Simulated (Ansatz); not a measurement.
**CH₈O₃Si₂: one species, many methods**

Aim: compute CH₈O₃Si₂ with functionals from several rungs and with coupled cluster, and see how far each lands from CCSD(T) at the basis-set limit for the atomisation energy.

Computed with Ansatz 0.2.0, Gaussian basis. Level: functionals in def2-TZVPP, the program's frozen cores in correlated methods.

The runs, in order: PBE-D4, r2SCAN-D4, PBE0-D4, B3LYP-D4, ωB97X-V, ωB97M-V, B2PLYP; CCSD(T)/def2-TZVPP; MP2/def2-QZVPP; extrapolation to the limit.

**1. Structure used throughout**

All runs share one geometry, relaxed beforehand with PBE0-D4 in a triple-zeta def2 set.

SMILES `O[SiH2]C[SiH](O)O`, 14 atoms, charge 0, spin multiplicity 1.

Atoms are counted from 1 here; the program's logs count them from 0.

Bond lengths: O1–Si2 1.666 Å, O1–H7 0.958 Å, Si2–C3 1.851 Å, Si2–H8 1.490 Å, Si2–H9 1.489 Å, C3–Si4 1.869 Å, C3–H10 1.095 Å, C3–H11 1.096 Å, Si4–O5 1.646 Å, Si4–O6 1.639 Å, Si4–H12 1.484 Å, O5–H13 0.958 Å, O6–H14 0.965 Å. Angles: Si2–O1–H7 117.7°, O1–Si2–C3 105.6°, O1–Si2–H8 109.1°, O1–Si2–H9 110.2°, C3–Si2–H8 112.7°, C3–Si2–H9 111.4°, H8–Si2–H9 107.8°, Si2–C3–Si4 115.2°, Si2–C3–H10 108.8°, Si2–C3–H11 108.8°, Si4–C3–H10 107.5°, Si4–C3–H11 109.2°, H10–C3–H11 107.0°, C3–Si4–O5 104.6°, C3–Si4–O6 112.1°, C3–Si4–H12 112.7°, O5–Si4–O6 112.7°, O5–Si4–H12 109.9° and more.

**2. PBE-D4 (GGA)**

in.yaml reads:

```yaml
crystal:
  periodic: [false, false, false]
  atoms:
    - {symbol: O, position_ang: [0.218187, -0.327906, -2.048068]}
    - {symbol: Si, position_ang: [1.406047, -0.471452, -0.888214]}
    - {symbol: C, position_ang: [0.787852, 0.474255, 0.578526]}
    - {symbol: Si, position_ang: [-0.961127, 0.074737, 1.101513]}
    - {symbol: O, position_ang: [-1.648608, 1.538481, 1.406879]}
    - {symbol: O, position_ang: [-1.767681, -0.776638, -0.043027]}
    - {symbol: H, position_ang: [0.412432, -0.653519, -2.927781]}
    - {symbol: H, position_ang: [2.682908, 0.074776, -1.427363]}
    - {symbol: H, position_ang: [1.628129, -1.905553, -0.556034]}
    - {symbol: H, position_ang: [0.828158, 1.545013, 0.351284]}
    - {symbol: H, position_ang: [1.464809, 0.299987, 1.422081]}
    - {symbol: H, position_ang: [-1.014614, -0.771831, 2.318677]}
    - {symbol: H, position_ang: [-2.572810, 1.540182, 1.660779]}
    - {symbol: H, position_ang: [-1.463701, -0.640543, -0.949253]}
basis:
  gaussian: {orbitals: def2-TZVPP}
hamiltonian: {xc: pbe, dispersion: d4}
output: {forces: true, orbitals: {seedname: orbitals}}
```

Run with:

```bash
> ansatz run in.yaml --threads 2 --pin off --events-out ev --progress --plain --max-ram 22528MiB --backend cuda --devices 0, --max-vram 18GiB
```

Further steps of the session: r2SCAN-D4 (meta-GGA); PBE0-D4 (hybrid); B3LYP-D4 (hybrid); ωB97X-V (range-separated); ωB97M-V (range-separated); B2PLYP (double hybrid); CCSD(T) in def2-TZVPP; MP2 in def2-QZVPP.

Q: Predict the results of all the runs planned. Wanted: atomisation energy, CCSD(T)/CBS; farthest; mean size of error, hybrid; mean size of error, range-separated; gap, smallest and largest; T1 diagnostic; triples share of the correlation energy.

**Answer**, as computed:

| quantity | value |
| --- | --- |
| atomisation energy, CCSD(T)/CBS | 55.161 eV |
| functionals within 0.276 eV (0.5 %) | PBE-D4, r2SCAN-D4, ωB97X-V, ωB97M-V |
| farthest | B2PLYP (-0.976 eV) |
| mean size of error, hybrid | 0.713 eV |
| mean size of error, range-separated | 0.119 eV |
| gap, smallest and largest | 6.19 eV (PBE-D4), 12.78 eV (ωB97X-V) |
| T1 diagnostic | 0.0115 |
| triples share of the correlation energy | 3.5 % |

PBE-D4 is off by +0.009 eV. Double hybrids carry the basis error of their MP2 part in triple zeta, and no dispersion term here, so their miss is partly the set-up's. The reference freezes the cores and leaves out relativity and excitations past (T), so misses under about 0.276 eV can't be ranked. Hartree-Fock recovers 72 % of the binding; the rest is correlation. Orbital gaps span 6.2 to 12.8 eV; exact exchange widens them.
